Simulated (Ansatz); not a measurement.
**AsH3Se (SMILES [AsH2][SeH]): functionals against CCSD(T) at one geometry**

The task here is to estimate one member of a computed series from the others.

Computed with Ansatz 0.2.0, Gaussian basis. Level: single points in def2-TZVPP.

Correlated methods freeze the cores. Filled d shells of the heavier atoms are correlated.

## Where the work starts

5 atoms, charge 0, spin multiplicity 1.

Atoms are counted from 1 here; the program's logs count them from 0.

Bond lengths: As1–Se2 2.590 Å, As1–H3 1.747 Å, As1–H4 1.592 Å, Se2–H5 1.535 Å. Angles: Se2–As1–H3 85.4°, Se2–As1–H4 89.0°, H3–As1–H4 74.7°, As1–Se2–H5 94.6°.

Geometry (Å):

```xyz
5
charge 0, multiplicity 1
As   -0.28600   -0.91250    0.41950
Se    0.78180    1.39040   -0.09240
H    -0.15200   -1.19780   -1.29870
H    -1.65360   -0.38380   -0.20170
H     1.65390    1.40520    1.17110
```

Set-up of the first run:

run/in.yaml

```yaml
crystal:
  periodic: [false, false, false]
  atoms:
    - {symbol: As, position_ang: [-0.286000, -0.912500, 0.419500]}
    - {symbol: Se, position_ang: [0.781800, 1.390400, -0.092400]}
    - {symbol: H, position_ang: [-0.152000, -1.197800, -1.298700]}
    - {symbol: H, position_ang: [-1.653600, -0.383800, -0.201700]}
    - {symbol: H, position_ang: [1.653900, 1.405200, 1.171100]}
basis:
  gaussian: {orbitals: def2-TZVPP}
correlation: {method: ccsd_t}
output: {forces: true}
```

The command line of these runs was not kept.

Steps of the session up to this table: CCSD(T)/def2-TZVPP; PBE0-D4/def2-TZVPP; wB97M-V/def2-TZVPP; r2SCAN-D4/def2-TZVPP; PBE-D4/def2-TZVPP; wB97X-V/def2-TZVPP; B97M-V/def2-TZVPP.

One of the session's tables, all rows but one given; the rest of the session is left out.

```
   method  RMS force component (eV/Å)  angle to CCSD(T) forces (°)  dipole (D)
  CCSD(T)                       1.393                    reference        1.26
  PBE0-D4                       1.404                          1.6        1.33
  wB97M-V                           ?                            ?           ?
r2SCAN-D4                       1.365                          1.0        1.29
   PBE-D4                       1.182                          4.2        1.26
  wB97X-V                       1.545                          2.2        1.42
   B97M-V                       1.386                          1.5        1.37
```

**Question.** Estimate the row for wB97M-V.

**Answer.** RMS force component (eV/Å): 1.484; angle to CCSD(T) forces (°): 1.6; dipole (D): 1.44. In the column «RMS force component (eV/Å)» it lies between PBE0-D4 (1.404) and wB97X-V (1.545).
